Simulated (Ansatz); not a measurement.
# C2HClFIn: basis-set convergence

The task here is to estimate one member of a computed series from the others.

Method: one geometry, several basis sets; program: Ansatz 0.2.0, Gaussian basis.

The runs, in order: PBE0-D4/def2-SVP; ωB97M-V/def2-SVP; PBE0-D4/def2-QZVPP; ωB97M-V/def2-QZVPP; the functionals' def2-TZVPP values are taken from earlier runs.

### The relaxed structure

The geometry comes from an earlier relaxation with PBE0-D4 in a triple-zeta def2 set; it is a stationary point. In takes the def2 core potential; no spin-orbit term is included.

6 atoms, charge 0, spin multiplicity 1.

Atoms are counted from 1 here; the program's logs count them from 0.

Bond lengths: C1–C2 1.206 Å, C1–H6 1.067 Å, C2–In3 2.048 Å, In3–F4 1.933 Å, In3–Cl5 2.293 Å. Angles: C2–C1–H6 179.8°, C1–C2–In3 179.4°, C2–In3–F4 120.7°, C2–In3–Cl5 127.6°, F4–In3–Cl5 111.7°.

The first run:

Input file in.yaml:

```yaml
crystal:
  periodic: [false, false, false]
  atoms:
    - {symbol: C, position_ang: [1.088289, 0.340342, 1.700771]}
    - {symbol: C, position_ang: [0.438877, 0.120069, 0.708687]}
    - {symbol: In, position_ang: [-0.655837, -0.235726, -0.984702]}
    - {symbol: F, position_ang: [-1.773649, -1.806590, -1.123714]}
    - {symbol: Cl, position_ang: [-0.759172, 1.049481, -2.880924]}
    - {symbol: H, position_ang: [1.661502, 0.532424, 2.579872]}
basis:
  gaussian: {orbitals: def2-SVP}
hamiltonian: {xc: pbe0, dispersion: d4}
output: {orbitals: {seedname: orbitals}}
```

The run is started by

```sh
$ ansatz run in.yaml --threads 2 --pin off --events-out ev --progress --plain --max-ram 32768MiB --backend cpu
```

Steps of the session up to this table: PBE0-D4 in def2-SVP; ωB97M-V in def2-SVP; PBE0-D4 in def2-QZVPP; ωB97M-V in def2-QZVPP.

One of the session's tables, all rows but one given; the rest of the session is left out.

It belongs to the step «Density functionals: the series». 

```
functional       basis  HOMO (eV)  LUMO (eV)
   PBE0-D4    def2-SVP      -8.90      -1.88
   PBE0-D4  def2-TZVPP      -8.96      -1.98
   PBE0-D4  def2-QZVPP      -8.97      -2.00
   ωB97M-V    def2-SVP     -11.15      -0.12
   ωB97M-V  def2-TZVPP          ?          ?
   ωB97M-V  def2-QZVPP     -11.25      -0.35
```

Q: Estimate the row for ωB97M-V, def2-TZVPP from the others.

**Answer.** HOMO (eV): -11.23; LUMO (eV): -0.30. In the column «HOMO (eV)» it lies between ωB97M-V, def2-QZVPP (-11.25) and ωB97M-V, def2-SVP (-11.15).
